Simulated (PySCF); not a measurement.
# CH6Ge2 (SMILES [CH2]1[GeH2][GeH2]1) at BP86/def2-TZVP

Aim: the vertical singlet–triplet gap of CH6Ge2 at BP86/def2-TZVP, from 2 runs. 

The calculation is run with PySCF 2.14.0.

### Step 1. The structure to begin with

CH6Ge2 has 9 atoms, charge 0, and is taken as a singlet. As SMILES, `[CH2]1[GeH2][GeH2]1`. The shape is that of a PBE0-D4/def2-TZVP optimisation.

Bond lengths: C1–Ge2 1.986 Å, C1–Ge3 1.986 Å, Ge2–Ge3 2.354 Å, C1–H4 1.086 Å, C1–H5 1.086 Å, Ge2–H6 1.530 Å, Ge2–H7 1.530 Å, Ge3–H8 1.530 Å, Ge3–H9 1.530 Å. Some angles: C1–Ge2–Ge3 53.6°, Ge2–C1–Ge3 72.7°, C1–Ge3–Ge2 53.6°, C1–Ge2–H6 115.8°, C1–Ge2–H7 115.8°, Ge3–Ge2–H6 121.4°, Ge3–Ge2–H7 121.3°, Ge2–C1–H4 116.6°, Ge2–C1–H5 116.7°, Ge3–C1–H4 116.6°.

### Step 2. A single-point energy at BP86/def2-TZVP

File input.py:

```python
# [CH2]1[GeH2][GeH2]1
from pyscf import gto, dft

system = gto.Mole()
system.atom = '''
C     -1.272542     0.327867    -1.443373
Ge     2.019550     1.427499    -0.017197
Ge    -0.589972    -1.810547     1.563748
H     -2.830054     1.656156    -1.293707
H     -1.220196    -0.606224    -3.270171
H      2.055644     4.056108     1.185425
H      4.349394     0.831668    -1.621763
H     -0.022866    -4.594113     1.027066
H     -2.321529    -1.376099     3.837656
'''
system.verbose = 4
system.charge = 0
system.unit = 'bohr'
system.max_memory = 1860
system.basis = 'def2-tzvp'
system.build()

ks = dft.RKS(system)
ks.xc = 'bp86'
ks.grids.level = 4
ks.conv_tol = 1e-10
ks.kernel()
if not ks.converged:
    ks = ks.newton().run(ks.mo_coeff, ks.mo_occ)

e_tot = ks.e_tot
print(f'total energy: {e_tot:.8f} hartree')
```

Run with:

```
$ OMP_NUM_THREADS=1 python input.py
```

The program printed:

```text
PySCF version 2.14.0

[INPUT] num. atoms = 9
[INPUT] num. electrons = 76
[INPUT] charge = 0
[INPUT] spin (= nelec alpha-beta = 2S) = 0
[INPUT] symmetry False subgroup None
[INPUT] Mole.unit = bohr
[INPUT] Symbol           X                Y                Z      unit          X                Y                Z       unit  Magmom
[INPUT]  1 C     -0.673400226339   0.173499744613  -0.763800098457 AA   -1.272542000000   0.327867000000  -1.443373000000 Bohr   0.0
[INPUT]  2 Ge     1.068699836313   0.755399939411  -0.009100260496 AA    2.019550000000   1.427499000000  -0.017197000000 Bohr   0.0
[INPUT]  3 Ge    -0.312199737481  -0.958100211700   0.827499805222 AA   -0.589972000000  -1.810547000000   1.563748000000 Bohr   0.0
[INPUT]  4 H     -1.497600082473   0.876400012928  -0.684600262008 AA   -2.830054000000   1.656156000000  -1.293707000000 Bohr   0.0
[INPUT]  5 H     -0.645699916056  -0.320799925513  -1.730499969011 AA   -1.220196000000  -0.606224000000  -3.270171000000 Bohr   0.0
[INPUT]  6 H      1.087799958564   2.146399918630   0.627299895255 AA    2.055644000000   4.056108000000   1.185425000000 Bohr   0.0
[INPUT]  7 H      2.301600186112   0.440099752651  -0.858200021113 AA    4.349394000000   0.831668000000  -1.621763000000 Bohr   0.0
[INPUT]  8 H     -0.012100166105  -2.431099903991   0.543499921311 AA   -0.022866000000  -4.594113000000   1.027066000000 Bohr   0.0
[INPUT]  9 H     -1.228500241290  -0.728200230770   2.030800098550 AA   -2.321529000000  -1.376099000000   3.837656000000 Bohr   0.0

nuclear repulsion = 434.640113744662
number of shells = 67
number of NR pGTOs = 294
number of NR cGTOs = 163
basis = def2-tzvp
ecp = {}

******** <class 'pyscf.dft.rks.RKS'> ********
method = RKS
initial guess = minao
damping factor = 0
level_shift factor = 0
DIIS = <class 'pyscf.scf.diis.CDIIS'>
diis_start_cycle = 1
diis_space = 8
diis_damp = 0
SCF conv_tol = 1e-10
SCF conv_tol_grad = None
SCF max_cycles = 50
direct_scf = True
direct_scf_tol = 1e-13
XC library pyscf.dft.libxc version 7.0.0
    S. Lehtola, C. Steigemann, M. J.T. Oliveira, and M. A.L. Marques.,  SoftwareX 7, 1–5 (2018)
XC functionals = bp86
    A. D. Becke.,  Phys. Rev. A 38, 3098 (1988)
    J. P. Perdew.,  Phys. Rev. B 33, 8822 (1986)
radial grids:
    Treutler-Ahlrichs [JCP 102, 346 (1995); DOI:10.1063/1.469408] (M4) radial grids

becke partition: Becke, JCP 88, 2547 (1988); DOI:10.1063/1.454033
pruning grids: <function nwchem_prune>
grids dens level: 4
symmetrized grids: False
atomic radii adjust function: <function treutler_atomic_radii_adjust>
small_rho_cutoff = 0
Set gradient conv threshold to 1e-05
Initial guess from minao.
tot grids = 183232
init E= -4195.11813207306
  HOMO = -0.244061169426502  LUMO = -0.065883134701207  gap/eV = 4.84847
cycle= 1 E= -4196.07723748221  delta_E= -0.959  |g|= 1.27  |ddm|= 2.43
  HOMO = -0.173688260799425  LUMO = -0.0621880694172567  gap/eV = 3.03407
cycle= 2 E= -4195.71444923423  delta_E= 0.363  |g|= 1.88  |ddm|= 1.72
  HOMO = -0.209043201892442  LUMO = -0.0365571558911415  gap/eV = 4.69358
cycle= 3 E= -4196.19205875086  delta_E= -0.478  |g|= 0.348  |ddm|= 1.43
  HOMO = -0.204692127952494  LUMO = -0.0422453181194946  gap/eV = 4.42040
cycle= 4 E= -4196.2268631988  delta_E= -0.0348  |g|= 0.0421  |ddm|= 0.299
  HOMO = -0.212500518649836  LUMO = -0.0492227810510002  gap/eV = 4.44301
cycle= 5 E= -4196.22703477106  delta_E= -0.000172  |g|= 0.0223  |ddm|= 0.0589
  HOMO = -0.209137833764427  LUMO = -0.0463733417643262  gap/eV = 4.42905
cycle= 6 E= -4196.22718783606  delta_E= -0.000153  |g|= 0.00367  |ddm|= 0.0276
  HOMO = -0.209387937565737  LUMO = -0.0464168009628025  gap/eV = 4.43467
cycle= 7 E= -4196.22719202961  delta_E= -4.19e-06  |g|= 0.000429  |ddm|= 0.00387
  HOMO = -0.209352251907873  LUMO = -0.0464163064025414  gap/eV = 4.43371
cycle= 8 E= -4196.22719210059  delta_E= -7.1e-08  |g|= 0.000104  |ddm|= 0.000684
  HOMO = -0.209363950411099  LUMO = -0.0464232497928592  gap/eV = 4.43384
cycle= 9 E= -4196.2271920989  delta_E= 1.7e-09  |g|= 1.97e-05  |ddm|= 0.000155
  HOMO = -0.209363779671609  LUMO = -0.0464230623407538  gap/eV = 4.43384
cycle= 10 E= -4196.22719209902  delta_E= -1.25e-10  |g|= 3.21e-06  |ddm|= 2.48e-05
  HOMO = -0.209363531851917  LUMO = -0.0464228823337187  gap/eV = 4.43384
cycle= 11 E= -4196.22719209902  delta_E= 5.46e-12  |g|= 6.76e-07  |ddm|= 3.59e-06
  HOMO = -0.209363597844447  LUMO = -0.0464229021892244  gap/eV = 4.43384
Extra cycle  E= -4196.22719209902  delta_E= 9.09e-13  |g|= 1.19e-06  |ddm|= 1.94e-06
converged SCF energy = -4196.22719209902
total energy: -4196.22719210 hartree
```

It took 39 s on 1 thread of Arm Neoverse V2, shared host; peak memory 1.3 GiB.

### Step 3. The triplet at the same level

File job.py:

```python
from pyscf import gto, dft

molecule = gto.Mole()
molecule.atom = '''
C   -0.673400   0.173500  -0.763800
Ge   1.068700   0.755400  -0.009100
Ge  -0.312200  -0.958100   0.827500
H   -1.497600   0.876400  -0.684600
H   -0.645700  -0.320800  -1.730500
H    1.087800   2.146400   0.627300
H    2.301600   0.440100  -0.858200
H   -0.012100  -2.431100   0.543500
H   -1.228500  -0.728200   2.030800
'''
molecule.max_memory = 1860
molecule.spin = 2
molecule.basis = 'def2-tzvp'
molecule.verbose = 4
molecule.charge = 0
molecule.build()

myscf = dft.UKS(molecule)
myscf.xc = 'bp86'
myscf.conv_tol = 1e-10
myscf.grids.level = 4
myscf.kernel()
if not myscf.converged:
    myscf = myscf.newton().run(myscf.mo_coeff, myscf.mo_occ)

e_final = myscf.e_tot
print('Final energy', e_final)
```

Run with:

```
$ OMP_NUM_THREADS=1 python job.py
```

The program printed:

```text
PySCF version 2.14.0

[INPUT] num. atoms = 9
[INPUT] num. electrons = 76
[INPUT] charge = 0
[INPUT] spin (= nelec alpha-beta = 2S) = 2
[INPUT] symmetry False subgroup None
[INPUT] Mole.unit = angstrom
[INPUT] Symbol           X                Y                Z      unit          X                Y                Z       unit  Magmom
[INPUT]  1 C     -0.673400000000   0.173500000000  -0.763800000000 AA   -1.272541572282   0.327867482612  -1.443372813943 Bohr   0.0
[INPUT]  2 Ge     1.068700000000   0.755400000000  -0.009100000000 AA    2.019550309323   1.427499114496  -0.017196507734 Bohr   0.0
[INPUT]  3 Ge    -0.312200000000  -0.958100000000   0.827500000000 AA   -0.589972496089  -1.810546599946   1.563748368078 Bohr   0.0
[INPUT]  4 H     -1.497600000000   0.876400000000  -0.684600000000 AA   -2.830053844149   1.656155975569  -1.293706504877 Bohr   0.0
[INPUT]  5 H     -0.645700000000  -0.320800000000  -1.730500000000 AA   -1.220196158632  -0.606224140760  -3.270171058560 Bohr   0.0
[INPUT]  6 H      1.087800000000   2.146400000000   0.627300000000 AA    2.055644078302   4.056108153766   1.185425197940 Bohr   0.0
[INPUT]  7 H      2.301600000000   0.440100000000  -0.858200000000 AA    4.349393648299   0.831668467421  -1.621762960102 Bohr   0.0
[INPUT]  8 H     -0.012100000000  -2.431100000000   0.543500000000 AA   -0.022865686107  -4.594113181430   1.027066148701 Bohr   0.0
[INPUT]  9 H     -1.228500000000  -0.728200000000   2.030800000000 AA   -2.321528544028  -1.376098563908   3.837655813767 Bohr   0.0

nuclear repulsion = 434.64010504663
number of shells = 67
number of NR pGTOs = 294
number of NR cGTOs = 163
basis = def2-tzvp
ecp = {}

******** <class 'pyscf.dft.uks.UKS'> ********
method = UKS
initial guess = minao
damping factor = 0
level_shift factor = 0
DIIS = <class 'pyscf.scf.diis.CDIIS'>
diis_start_cycle = 1
diis_space = 8
diis_damp = 0
SCF conv_tol = 1e-10
SCF conv_tol_grad = None
SCF max_cycles = 50
direct_scf = True
direct_scf_tol = 1e-13
number electrons alpha = 39  beta = 37
XC library pyscf.dft.libxc version 7.0.0
    S. Lehtola, C. Steigemann, M. J.T. Oliveira, and M. A.L. Marques.,  SoftwareX 7, 1–5 (2018)
XC functionals = bp86
    A. D. Becke.,  Phys. Rev. A 38, 3098 (1988)
    J. P. Perdew.,  Phys. Rev. B 33, 8822 (1986)
radial grids:
    Treutler-Ahlrichs [JCP 102, 346 (1995); DOI:10.1063/1.469408] (M4) radial grids

becke partition: Becke, JCP 88, 2547 (1988); DOI:10.1063/1.454033
pruning grids: <function nwchem_prune>
grids dens level: 4
symmetrized grids: False
atomic radii adjust function: <function treutler_atomic_radii_adjust>
small_rho_cutoff = 0
Set gradient conv threshold to 1e-05
tot grids = 183232
init E= -4195.11813206983
[... the frontier-level lines of each cycle are left out ...]


cycle= 1 E= -4195.94924435831  delta_E= -0.831  |g|= 0.874  |ddm|=  3.2



cycle= 2 E= -4195.65301639026  delta_E= 0.296  |g|=  1.3  |ddm|= 1.31


cycle= 3 E= -4196.048304699  delta_E= -0.395  |g|= 0.232  |ddm|= 1.41


cycle= 4 E= -4196.08153934027  delta_E= -0.0332  |g|= 0.0343  |ddm|= 0.39


cycle= 5 E= -4196.08179761955  delta_E= -0.000258  |g|= 0.02  |ddm|= 0.218


cycle= 6 E= -4196.08204516147  delta_E= -0.000248  |g|= 0.00326  |ddm|= 0.0861


cycle= 7 E= -4196.08205198102  delta_E= -6.82e-06  |g|= 0.000458  |ddm|= 0.0055


cycle= 8 E= -4196.08205217226  delta_E= -1.91e-07  |g|= 0.000153  |ddm|= 0.00165


cycle= 9 E= -4196.08205216548  delta_E= 6.78e-09  |g|= 5.27e-05  |ddm|= 0.000815


cycle= 10 E= -4196.08205216658  delta_E= -1.1e-09  |g|= 2.8e-05  |ddm|= 0.000128


cycle= 11 E= -4196.08205216683  delta_E= -2.56e-10  |g|= 8.29e-06  |ddm|= 8.28e-05


cycle= 12 E= -4196.08205216687  delta_E= -3.27e-11  |g|= 1.91e-06  |ddm|= 3.18e-05


Extra cycle  E= -4196.08205216687  delta_E= -4.55e-12  |g|= 2.2e-06  |ddm|= 1.28e-05
converged SCF energy = -4196.08205216687  <S^2> = 2.003105  2S+1 = 3.0020693
Final energy -4196.082052166872
```

Wall time 74 s (1 thread of Arm Neoverse V2, shared host); peak memory 1.3 GiB.

### Step 4. Results

Level: BP86/def2-TZVP.

```
                                        quantity           value
                           singlet: total energy  -4196.22719 Eh
                          singlet: dipole moment          0.37 D
                            singlet: HOMO energy        -5.70 eV
                            singlet: LUMO energy        -1.26 eV
                          singlet: HOMO–LUMO gap         4.43 eV
                           triplet: total energy  -4196.08205 Eh
                          triplet: dipole moment          0.75 D
     triplet: HOMO energy (highest over α and β)        -2.05 eV
                                   triplet: ⟨S²⟩           2.003
vertical energy of the triplet above the singlet        3.949 eV
```

**Reading.** At this shape the triplet lies 3.95 eV (381 kJ/mol) above the singlet. Mulliken charges (triplet) run from -0.40 on C1 to +0.17 on H4; they depend strongly on the basis.
